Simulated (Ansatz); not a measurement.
**GeH₅ (doublet): B2PLYP, RPA-PBE over a scan of the distance H1–H2 along a hydrogen transfer, cc-pVTZ**

How well do these functionals follow the top wave-function level for GeH₅ (doublet) over a scan of the distance H1–H2 along a hydrogen transfer?

Program: Ansatz 0.2.0, Gaussian basis. Level of theory: cc-pVTZ, all electrons in the functionals, frozen cores in the correlation of double hybrids and RPA. These are calculated values, not measurements.

To be run: B2PLYP, RPA-PBE, at 0.745 Å; 0.830 Å; 1.000 Å; 1.169 Å; 1.339 Å.

### Step 1. The geometry

The geometry derives from fragments relaxed apart (PBE0/def2-TZVP) and kept rigid, so it is no stationary point. A hydrogen atom is moved between rigid fragments. No spin-orbit coupling is included. The filled d shell of Ge may be among the frozen orbitals whatever the setting's name suggests; the logs give the count.

6 atoms, charge 0, spin multiplicity 2.

Atoms are counted from 1 here; the program's logs count them from 0.

Bond lengths: H1–H2 0.745 Å, Ge3–H4 1.539 Å, Ge3–H5 1.539 Å, Ge3–H6 1.539 Å. Angles: H4–Ge3–H5 111.2°, H4–Ge3–H6 111.2°, H5–Ge3–H6 111.2°.

No dispersion term is added.

The geometry shown and the zero of energy belong to the point 0.745 Å. The yardstick, UCCSDT(Q), and other wave-function levels (R restricted, U unrestricted, valence and pair active spaces) come from earlier runs.

### Step 2. B2PLYP, 0.745 Å

The input, in.yaml:

```yaml
crystal:
  periodic: [false, false, false]
  atoms:
    - {symbol: H, position_ang: [-2.822457, 0.000000, -0.000001]}
    - {symbol: H, position_ang: [-2.077457, 0.000000, -0.000001]}
    - {symbol: Ge, position_ang: [0.046543, 0.000000, 0.000000]}
    - {symbol: H, position_ang: [0.515212, -1.465915, 0.000000]}
    - {symbol: H, position_ang: [0.515212, 0.732957, -1.269519]}
    - {symbol: H, position_ang: [0.515211, 0.732957, 1.269520]}
basis:
  gaussian: {orbitals: cc-pVTZ}
magnetization: {spin_polarized: true, initial_magnetization: 1}
hamiltonian: {xc: {name: B2PLYP}}
correlation: {electrons: outside_noble_gas}
```

On the command line:

```
$ ansatz run in.yaml --threads 2 --pin off --events-out ev --progress --plain --max-ram 16896MiB --backend cuda --devices 0, --max-vram 18GiB
```

What it wrote:

```text
Functional definition: B2PLYP
  name "B2PLYP"
  cite "Grimme, J. Chem. Phys. 124, 034108 (2006) doi:10.1063/1.2148954"
  cite "Becke, Phys. Rev. A 38, 3098 (1988) doi:10.1103/PhysRevA.38.3098"
  cite "Lee, Yang & Parr, Phys. Rev. B 37, 785 (1988) doi:10.1103/PhysRevB.37.785"
  parameter a = 0.53
  parameter c = 0.27
  exchange = (1 - a)*b88_x + a*exact_x
  correlation = (1 - c)*lyp_c + c*(mp2_os + mp2_ss)
649 factors; integrals over basis functions are off by at most 1.2e-3 eV
mean field evaluation 1: about -56585.1343 eV, gradient 6.7e0 eV
mean field evaluation 2: about -56585.1512 eV, gradient 6.7e0 eV
mean field evaluation 4: about -56585.3800 eV, gradient 1.0e0 eV
mean field evaluation 8: about -56585.3856 eV, gradient 2.0e-2 eV
mean field evaluation 16: about -56585.3856 eV, gradient 2.5e-5 eV
mean field -56585.38561620 eV, -2079.4745664433 hartree, gradient 8.0e-6 eV, S^2 0.755196; 0 other end points of the search recorded, 0 dependent functions left out
14 core orbitals not correlated: weight in the atoms' cores, before any rotation towards them, 0.999 or more for the frozen orbitals, at most 0.001 for the correlated occupied ones
reference -56585.38577016 eV, -2079.4745721015 hartree; 5, 4 occupied and 94, 95 virtual orbitals, 649 factors
second order -5.02029887 eV of doubles, -0.00000000 eV of singles
Total energy: -56586.74125086 eV, -2079.5243850982 hartree
```

It took 3.4 s on 1 × H100 (card shared with other runs) with 2 threads of AMD EPYC 7R13, shared host; peak host memory 0.75 GiB.

From the report: ⟨S²⟩ of the determinant 0.755 (pure doublet: 0.75).

### Step 3. B2PLYP, 0.830 Å

The input, in.yaml:

```yaml
crystal:
  periodic: [false, false, false]
  atoms:
    - {symbol: H, position_ang: [-2.823560, 0.000000, -0.000001]}
    - {symbol: H, position_ang: [-1.993560, 0.000000, -0.000001]}
    - {symbol: Ge, position_ang: [0.045440, 0.000000, 0.000000]}
    - {symbol: H, position_ang: [0.514109, -1.465915, 0.000000]}
    - {symbol: H, position_ang: [0.514109, 0.732957, -1.269519]}
    - {symbol: H, position_ang: [0.514109, 0.732957, 1.269520]}
basis:
  gaussian: {orbitals: cc-pVTZ}
magnetization: {spin_polarized: true, initial_magnetization: 1}
hamiltonian: {xc: {name: B2PLYP}}
correlation: {electrons: outside_noble_gas}
```

Launched as before.

What it wrote (excerpt; [...] marks lines left out):

```text
Functional definition: B2PLYP
  name "B2PLYP"
  cite "Grimme, J. Chem. Phys. 124, 034108 (2006) doi:10.1063/1.2148954"
  cite "Becke, Phys. Rev. A 38, 3098 (1988) doi:10.1103/PhysRevA.38.3098"
  cite "Lee, Yang & Parr, Phys. Rev. B 37, 785 (1988) doi:10.1103/PhysRevB.37.785"
[...]
652 factors; integrals over basis functions are off by at most 1.3e-3 eV
[...]
mean field -56585.29443875 eV, -2079.4712157339 hartree, gradient 1.0e-5 eV, S^2 0.758161; 0 other end points of the search recorded, 0 dependent functions left out
14 core orbitals not correlated: weight in the atoms' cores, before any rotation towards them, 0.999 or more for the frozen orbitals, at most 0.001 for the correlated occupied ones
reference -56585.29459021 eV, -2079.4712213002 hartree; 5, 4 occupied and 94, 95 virtual orbitals, 652 factors
second order -5.06369458 eV of doubles, -0.00000000 eV of singles
Total energy: -56586.66178775 eV, -2079.5214648830 hartree
```

Wall time 2.9 s (1 × H100 (card shared with other runs) with 2 threads of AMD EPYC 7R13, shared host); peak host memory 0.75 GiB.

From the report: ⟨S²⟩ of the determinant 0.758 (pure doublet: 0.75).

From 0.745 Å: +1.8 kcal/mol.

### Step 4. B2PLYP, 1.000 Å

The input, in.yaml:

```yaml
crystal:
  periodic: [false, false, false]
  atoms:
    - {symbol: H, position_ang: [-2.825765, 0.000000, -0.000001]}
    - {symbol: H, position_ang: [-1.825765, 0.000000, -0.000001]}
    - {symbol: Ge, position_ang: [0.043235, 0.000000, 0.000000]}
    - {symbol: H, position_ang: [0.511903, -1.465915, 0.000000]}
    - {symbol: H, position_ang: [0.511903, 0.732957, -1.269519]}
    - {symbol: H, position_ang: [0.511903, 0.732957, 1.269520]}
basis:
  gaussian: {orbitals: cc-pVTZ}
magnetization: {spin_polarized: true, initial_magnetization: 1}
hamiltonian: {xc: {name: B2PLYP}}
correlation: {electrons: outside_noble_gas}
```

Same command.

What it wrote (excerpt; [...] marks lines left out):

```text
Functional definition: B2PLYP
  name "B2PLYP"
  cite "Grimme, J. Chem. Phys. 124, 034108 (2006) doi:10.1063/1.2148954"
  cite "Becke, Phys. Rev. A 38, 3098 (1988) doi:10.1103/PhysRevA.38.3098"
  cite "Lee, Yang & Parr, Phys. Rev. B 37, 785 (1988) doi:10.1103/PhysRevB.37.785"
[...]
655 factors; integrals over basis functions are off by at most 9.3e-4 eV
[...]
mean field -56584.94281773 eV, -2079.4582938998 hartree, gradient 7.6e-7 eV, S^2 0.767770; 0 other end points of the search recorded, 0 dependent functions left out
14 core orbitals not correlated: weight in the atoms' cores, before any rotation towards them, 0.999 or more for the frozen orbitals, at most 0.001 for the correlated occupied ones
reference -56584.94296251 eV, -2079.4582992203 hartree; 5, 4 occupied and 94, 95 virtual orbitals, 655 factors
second order -5.09036368 eV of doubles, -0.00000000 eV of singles
Total energy: -56586.31736070 eV, -2079.5088074223 hartree
```

Run time: 2.8 s. Hardware: 1 × H100 (card shared with other runs) with 2 threads of AMD EPYC 7R13, shared host; peak host memory 0.75 GiB.

From the report: ⟨S²⟩ of the determinant 0.768 (pure doublet: 0.75).

From 0.745 Å: +9.8 kcal/mol.

### Step 5. B2PLYP, 1.169 Å

The input, in.yaml:

```yaml
crystal:
  periodic: [false, false, false]
  atoms:
    - {symbol: H, position_ang: [-2.827958, 0.000000, -0.000001]}
    - {symbol: H, position_ang: [-1.658958, 0.000000, -0.000001]}
    - {symbol: Ge, position_ang: [0.041042, 0.000000, 0.000000]}
    - {symbol: H, position_ang: [0.509710, -1.465915, 0.000000]}
    - {symbol: H, position_ang: [0.509711, 0.732957, -1.269519]}
    - {symbol: H, position_ang: [0.509710, 0.732957, 1.269520]}
basis:
  gaussian: {orbitals: cc-pVTZ}
magnetization: {spin_polarized: true, initial_magnetization: 1}
hamiltonian: {xc: {name: B2PLYP}}
correlation: {electrons: outside_noble_gas}
```

Same command.

What it wrote (excerpt; [...] marks lines left out):

```text
Functional definition: B2PLYP
  name "B2PLYP"
  cite "Grimme, J. Chem. Phys. 124, 034108 (2006) doi:10.1063/1.2148954"
  cite "Becke, Phys. Rev. A 38, 3098 (1988) doi:10.1103/PhysRevA.38.3098"
  cite "Lee, Yang & Parr, Phys. Rev. B 37, 785 (1988) doi:10.1103/PhysRevB.37.785"
[...]
653 factors; integrals over basis functions are off by at most 1.1e-3 eV
[...]
mean field -56584.78540163 eV, -2079.4525089647 hartree, gradient 7.4e-6 eV, S^2 0.765811; 0 other end points of the search recorded, 0 dependent functions left out
14 core orbitals not correlated: weight in the atoms' cores, before any rotation towards them, 0.999 or more for the frozen orbitals, at most 0.001 for the correlated occupied ones
reference -56584.78554604 eV, -2079.4525142716 hartree; 5, 4 occupied and 94, 95 virtual orbitals, 653 factors
second order -5.00411629 eV of doubles, -0.00000000 eV of singles
Total energy: -56586.13665743 eV, -2079.5021666997 hartree
```

Run time: 3.1 s. Hardware: 1 × H100 (card shared with other runs) with 2 threads of AMD EPYC 7R13, shared host; peak host memory 0.75 GiB.

From the report: ⟨S²⟩ of the determinant 0.766 (pure doublet: 0.75).

From 0.745 Å: +13.9 kcal/mol.

### Step 6. B2PLYP, 1.339 Å

The input, in.yaml:

```yaml
crystal:
  periodic: [false, false, false]
  atoms:
    - {symbol: H, position_ang: [-2.830164, 0.000000, -0.000001]}
    - {symbol: H, position_ang: [-1.491164, 0.000000, 0.000000]}
    - {symbol: Ge, position_ang: [0.038836, 0.000000, 0.000000]}
    - {symbol: H, position_ang: [0.507504, -1.465915, 0.000000]}
    - {symbol: H, position_ang: [0.507505, 0.732957, -1.269519]}
    - {symbol: H, position_ang: [0.507504, 0.732957, 1.269520]}
basis:
  gaussian: {orbitals: cc-pVTZ}
magnetization: {spin_polarized: true, initial_magnetization: 1}
hamiltonian: {xc: {name: B2PLYP}}
correlation: {electrons: outside_noble_gas}
```

Launched as before.

What it wrote (excerpt; [...] marks lines left out):

```text
Functional definition: B2PLYP
  name "B2PLYP"
  cite "Grimme, J. Chem. Phys. 124, 034108 (2006) doi:10.1063/1.2148954"
  cite "Becke, Phys. Rev. A 38, 3098 (1988) doi:10.1103/PhysRevA.38.3098"
  cite "Lee, Yang & Parr, Phys. Rev. B 37, 785 (1988) doi:10.1103/PhysRevB.37.785"
[...]
649 factors; integrals over basis functions are off by at most 1.7e-3 eV
[...]
mean field -56584.75217595 eV, -2079.4512879434 hartree, gradient 1.3e-6 eV, S^2 0.756804; 0 other end points of the search recorded, 0 dependent functions left out
14 core orbitals not correlated: weight in the atoms' cores, before any rotation towards them, 0.999 or more for the frozen orbitals, at most 0.001 for the correlated occupied ones
reference -56584.75232013 eV, -2079.4512932420 hartree; 5, 4 occupied and 94, 95 virtual orbitals, 649 factors
second order -4.87597805 eV of doubles, -0.00000000 eV of singles
Total energy: -56586.06883420 eV, -2079.4996742418 hartree
```

Wall time 3.9 s (1 × H100 (card shared with other runs) with 2 threads of AMD EPYC 7R13, shared host); peak host memory 0.75 GiB.

From the report: ⟨S²⟩ of the determinant 0.757 (pure doublet: 0.75).

From 0.745 Å: +15.5 kcal/mol.

### Step 7. RPA-PBE, 0.745 Å

The input, in.yaml:

```yaml
crystal:
  periodic: [false, false, false]
  atoms:
    - {symbol: H, position_ang: [-2.822457, 0.000000, -0.000001]}
    - {symbol: H, position_ang: [-2.077457, 0.000000, -0.000001]}
    - {symbol: Ge, position_ang: [0.046543, 0.000000, 0.000000]}
    - {symbol: H, position_ang: [0.515212, -1.465915, 0.000000]}
    - {symbol: H, position_ang: [0.515212, 0.732957, -1.269519]}
    - {symbol: H, position_ang: [0.515211, 0.732957, 1.269520]}
basis:
  gaussian: {orbitals: cc-pVTZ}
magnetization: {spin_polarized: true, initial_magnetization: 1}
hamiltonian: {xc: {name: PBE}}
correlation: {method: rpa, electrons: outside_noble_gas}
```

The command is unchanged.

What it wrote (excerpt; [...] marks lines left out):

```text
Functional definition: PBE
  name "PBE"
  cite "Perdew, Burke & Ernzerhof, Phys. Rev. Lett. 77, 3865 (1996) doi:10.1103/PhysRevLett.77.3865"
  parent pbe
[...]
649 factors; integrals over basis functions are off by at most 1.2e-3 eV
[...]
mean field -56589.29164279 eV, -2079.6181102729 hartree, gradient 1.4e-6 eV, S^2 0.752441; 0 other end points of the search recorded, 0 dependent functions left out
14 core orbitals not correlated: weight in the atoms' cores, before any rotation towards them, 0.998 or more for the frozen orbitals, at most 0.001 for the correlated occupied ones
reference -56550.46984787 eV, -2078.1914356240 hartree; 5, 4 occupied and 94, 95 virtual orbitals, 649 factors
Total energy: -56559.61996593 eV, -2078.5276962604 hartree
```

Run time: 2.7 s. Hardware: 1 × H100 (card shared with other runs) with 2 threads of AMD EPYC 7R13, shared host; peak host memory 0.84 GiB.

From the report: ⟨S²⟩ of the determinant 0.752 (pure doublet: 0.75).

### Step 8. RPA-PBE, 0.830 Å

The input, in.yaml:

```yaml
crystal:
  periodic: [false, false, false]
  atoms:
    - {symbol: H, position_ang: [-2.823560, 0.000000, -0.000001]}
    - {symbol: H, position_ang: [-1.993560, 0.000000, -0.000001]}
    - {symbol: Ge, position_ang: [0.045440, 0.000000, 0.000000]}
    - {symbol: H, position_ang: [0.514109, -1.465915, 0.000000]}
    - {symbol: H, position_ang: [0.514109, 0.732957, -1.269519]}
    - {symbol: H, position_ang: [0.514109, 0.732957, 1.269520]}
basis:
  gaussian: {orbitals: cc-pVTZ}
magnetization: {spin_polarized: true, initial_magnetization: 1}
hamiltonian: {xc: {name: PBE}}
correlation: {method: rpa, electrons: outside_noble_gas}
```

Launched as before.

What it wrote (excerpt; [...] marks lines left out):

```text
Functional definition: PBE
  name "PBE"
  cite "Perdew, Burke & Ernzerhof, Phys. Rev. Lett. 77, 3865 (1996) doi:10.1103/PhysRevLett.77.3865"
  parent pbe
[...]
652 factors; integrals over basis functions are off by at most 1.3e-3 eV
[...]
mean field -56589.26773707 eV, -2079.6172317539 hartree, gradient 1.6e-6 eV, S^2 0.753062; 0 other end points of the search recorded, 0 dependent functions left out
14 core orbitals not correlated: weight in the atoms' cores, before any rotation towards them, 0.998 or more for the frozen orbitals, at most 0.001 for the correlated occupied ones
reference -56550.31998830 eV, -2078.1859283863 hartree; 5, 4 occupied and 94, 95 virtual orbitals, 652 factors
Total energy: -56559.52970827 eV, -2078.5243793527 hartree
```

It took 2.5 s on 1 × H100 (card shared with other runs) with 2 threads of AMD EPYC 7R13, shared host; peak host memory 0.84 GiB.

From the report: ⟨S²⟩ of the determinant 0.753 (pure doublet: 0.75).

From 0.745 Å: +2.1 kcal/mol.

### Step 9. RPA-PBE, 1.000 Å

The input, in.yaml:

```yaml
crystal:
  periodic: [false, false, false]
  atoms:
    - {symbol: H, position_ang: [-2.825765, 0.000000, -0.000001]}
    - {symbol: H, position_ang: [-1.825765, 0.000000, -0.000001]}
    - {symbol: Ge, position_ang: [0.043235, 0.000000, 0.000000]}
    - {symbol: H, position_ang: [0.511903, -1.465915, 0.000000]}
    - {symbol: H, position_ang: [0.511903, 0.732957, -1.269519]}
    - {symbol: H, position_ang: [0.511903, 0.732957, 1.269520]}
basis:
  gaussian: {orbitals: cc-pVTZ}
magnetization: {spin_polarized: true, initial_magnetization: 1}
hamiltonian: {xc: {name: PBE}}
correlation: {method: rpa, electrons: outside_noble_gas}
```

Launched as before.

What it wrote (excerpt; [...] marks lines left out):

```text
Functional definition: PBE
  name "PBE"
  cite "Perdew, Burke & Ernzerhof, Phys. Rev. Lett. 77, 3865 (1996) doi:10.1103/PhysRevLett.77.3865"
  parent pbe
[...]
655 factors; integrals over basis functions are off by at most 9.3e-4 eV
[...]
mean field -56589.00106838 eV, -2079.6074318603 hartree, gradient 2.2e-6 eV, S^2 0.755145; 0 other end points of the search recorded, 0 dependent functions left out
14 core orbitals not correlated: weight in the atoms' cores, before any rotation towards them, 0.998 or more for the frozen orbitals, at most 0.001 for the correlated occupied ones
reference -56549.88311862 eV, -2078.1698737220 hartree; 5, 4 occupied and 94, 95 virtual orbitals, 655 factors
Total energy: -56559.16289804 eV, -2078.5108993254 hartree
```

Run time: 3.4 s. Hardware: 1 × H100 (card shared with other runs) with 2 threads of AMD EPYC 7R13, shared host; peak host memory 0.84 GiB.

From the report: ⟨S²⟩ of the determinant 0.755 (pure doublet: 0.75).

From 0.745 Å: +10.5 kcal/mol.

### Step 10. RPA-PBE, 1.169 Å

The input, in.yaml:

```yaml
crystal:
  periodic: [false, false, false]
  atoms:
    - {symbol: H, position_ang: [-2.827958, 0.000000, -0.000001]}
    - {symbol: H, position_ang: [-1.658958, 0.000000, -0.000001]}
    - {symbol: Ge, position_ang: [0.041042, 0.000000, 0.000000]}
    - {symbol: H, position_ang: [0.509710, -1.465915, 0.000000]}
    - {symbol: H, position_ang: [0.509711, 0.732957, -1.269519]}
    - {symbol: H, position_ang: [0.509710, 0.732957, 1.269520]}
basis:
  gaussian: {orbitals: cc-pVTZ}
magnetization: {spin_polarized: true, initial_magnetization: 1}
hamiltonian: {xc: {name: PBE}}
correlation: {method: rpa, electrons: outside_noble_gas}
```

The command is unchanged.

What it wrote (excerpt; [...] marks lines left out):

```text
Functional definition: PBE
  name "PBE"
  cite "Perdew, Burke & Ernzerhof, Phys. Rev. Lett. 77, 3865 (1996) doi:10.1103/PhysRevLett.77.3865"
  parent pbe
[...]
653 factors; integrals over basis functions are off by at most 1.1e-3 eV
[...]
mean field -56588.79926178 eV, -2079.6000156046 hartree, gradient 2.7e-6 eV, S^2 0.755309; 0 other end points of the search recorded, 0 dependent functions left out
14 core orbitals not correlated: weight in the atoms' cores, before any rotation towards them, 0.998 or more for the frozen orbitals, at most 0.001 for the correlated occupied ones
reference -56549.76426367 eV, -2078.1655058828 hartree; 5, 4 occupied and 94, 95 virtual orbitals, 653 factors
Total energy: -56558.95658425 eV, -2078.5033174333 hartree
```

It took 3.5 s on 1 × H100 (card shared with other runs) with 2 threads of AMD EPYC 7R13, shared host; peak host memory 0.84 GiB.

From the report: ⟨S²⟩ of the determinant 0.755 (pure doublet: 0.75).

From 0.745 Å: +15.3 kcal/mol.

### Step 11. RPA-PBE, 1.339 Å

The input, in.yaml:

```yaml
crystal:
  periodic: [false, false, false]
  atoms:
    - {symbol: H, position_ang: [-2.830164, 0.000000, -0.000001]}
    - {symbol: H, position_ang: [-1.491164, 0.000000, 0.000000]}
    - {symbol: Ge, position_ang: [0.038836, 0.000000, 0.000000]}
    - {symbol: H, position_ang: [0.507504, -1.465915, 0.000000]}
    - {symbol: H, position_ang: [0.507505, 0.732957, -1.269519]}
    - {symbol: H, position_ang: [0.507504, 0.732957, 1.269520]}
basis:
  gaussian: {orbitals: cc-pVTZ}
magnetization: {spin_polarized: true, initial_magnetization: 1}
hamiltonian: {xc: {name: PBE}}
correlation: {method: rpa, electrons: outside_noble_gas}
```

The command is unchanged.

What it wrote (excerpt; [...] marks lines left out):

```text
Functional definition: PBE
  name "PBE"
  cite "Perdew, Burke & Ernzerhof, Phys. Rev. Lett. 77, 3865 (1996) doi:10.1103/PhysRevLett.77.3865"
  parent pbe
[...]
649 factors; integrals over basis functions are off by at most 1.7e-3 eV
[...]
mean field -56588.64968319 eV, -2079.5945186930 hartree, gradient 2.5e-6 eV, S^2 0.753121; 0 other end points of the search recorded, 0 dependent functions left out
14 core orbitals not correlated: weight in the atoms' cores, before any rotation towards them, 0.998 or more for the frozen orbitals, at most 0.001 for the correlated occupied ones
reference -56549.87034654 eV, -2078.1694043565 hartree; 5, 4 occupied and 94, 95 virtual orbitals, 649 factors
Total energy: -56558.87265313 eV, -2078.5002330218 hartree
```

Wall time 4 s (1 × H100 (card shared with other runs) with 2 threads of AMD EPYC 7R13, shared host); peak host memory 0.84 GiB.

From the report: ⟨S²⟩ of the determinant 0.753 (pure doublet: 0.75).

From 0.745 Å: +17.2 kcal/mol.

### Step 12. Against the wave-function levels

The yardstick is UCCSDT(Q), where the cluster series has nearly closed. It comes from earlier runs at the same points. Energies in kcal/mol, counted from 0.745 Å; blanks weren't run or aren't comparable.

```
    level  0.745 Å  0.830 Å  1.000 Å  1.169 Å  1.339 Å
UCCSDT(Q)      0.0      2.0     10.4     14.7     16.0
   B2PLYP      0.0      1.8      9.8     13.9     15.5
  RPA-PBE      0.0      2.1     10.5     15.3     17.2
```

Largest miss and mean time a point (UCCSDT(Q) took 16 s a point; shared hosts):

```
  level  largest miss (kcal/mol)    where  time a point
 B2PLYP                     -0.7  1.169 Å         3.2 s
RPA-PBE                     +1.2  1.339 Å         3.2 s
```

### Step 13. Results

```
                   quantity                    value
span of the UCCSDT(Q) curve            16.0 kcal/mol
       largest miss, B2PLYP  -0.7 kcal/mol (1.169 Å)
      largest miss, RPA-PBE  +1.2 kcal/mol (1.339 Å)
```

What this shows: Of the functionals, B2PLYP keep the smallest largest miss at the points compared (at most 0.7 kcal/mol) and RPA-PBE strays most (1.2 kcal/mol, at 1.339 Å). Functionals and the yardstick converge differently with the basis, so part of each miss in cc-pVTZ is the basis.
